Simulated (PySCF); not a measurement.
# LaCl2: other functionals and bases at one geometry

The task here is to estimate one member of a computed series from the others.

Computed with PySCF 2.14.0. Level: several levels, as the steps say, no spin–orbit coupling.

1 further run of the same task is left out (for a known fault of the program).

**Where the work starts**

3 atoms, charge 0, spin multiplicity 1.

Bond lengths: La1–Cl2 2.703 Å, La1–Cl3 2.703 Å. Angles: Cl2–La1–Cl3 129.6°.

Coordinates:

```xyz
3
Cl2La
La    0.0000    0.0000   -0.3794
Cl    2.4457    0.0000    0.7720
Cl   -2.4457    0.0000    0.7720
```

Formal oxidation states: La +2. Each metal's 1 4f electrons lie in its core potential, so multiplicities, spins and levels count the valence alone. For divalent La, Ce, Gd or Lu the extra electron is normally 5d or 6s, so this core forces an excited configuration. An earlier session relaxed this geometry at PBE0, La lcecp-0-SVP with ECP47, Cl def2-SVP (singlet, point group C2v).

At PBE0 on the finer grid: E = -946.068168 Eh, frontier levels not given, since the 4f levels lie in the core, Mulliken charge on La1 +0.89 e, largest force component 0.003 eV/Å. 

Levels to run: revPBE; wB97X; PBE0, TZVP. Hardware: 2 threads of Arm Neoverse V2, shared host.

The first run:

run.py (the lines that set the calculation)

```python
mol = gto.M(atom='''
La     0.00000     0.00000    -0.37940
Cl     2.44574     0.00000     0.77204
Cl    -2.44574     0.00000     0.77204''',
    basis={'La': 'lcecp-0-SVP', 'Cl': 'def2-SVP'},
    ecp={'La': 'lcecp-0-SVP'},
    charge=0, spin=0)
mf = dft.RKS(mol, xc='PBE_R,PBE')
mf.grids.atom_grid = (75, 302)  # f atoms: unpruned, at least (60, 302)
mf = mf.density_fit()  # fitting sets: La AutoAux, Cl def2-universal-JKFIT
mf.conv_tol = 1e-08; mf.max_cycle = 55
mf.kernel(dm0)  # dm0: the density of the relaxed state
```

Command:

```sh
> OMP_NUM_THREADS=2 python run.py
```

Among the steps run: revPBE; wB97X; PBE0, TZVP.

One table of the session follows, with a row left open; its other results are not shown here.

```
              level  charge on La1 (e)  dipole (D)  largest force component (eV/Å)
PBE0 (relaxed here)               0.89        6.67                            0.00
             revPBE               0.78        6.31                            0.18
              wB97X               0.95        7.01                            0.10
         PBE0, TZVP                  ?           ?                               ?
```

Estimate the missing values for PBE0, TZVP.

**Answer.** charge on La1 (e): 1.18; dipole (D): 6.89; largest force component (eV/Å): 0.04. In the column «charge on La1 (e)» it is the highest.

The largest leftover force, 0.18 eV/Å with revPBE, stands at a geometry relaxed at another level. With 4f in the core, its levels are missing from HOMO and gap, and its count is fixed, so no charge can pass from the ligands into it. Total energies of different levels can't be compared.
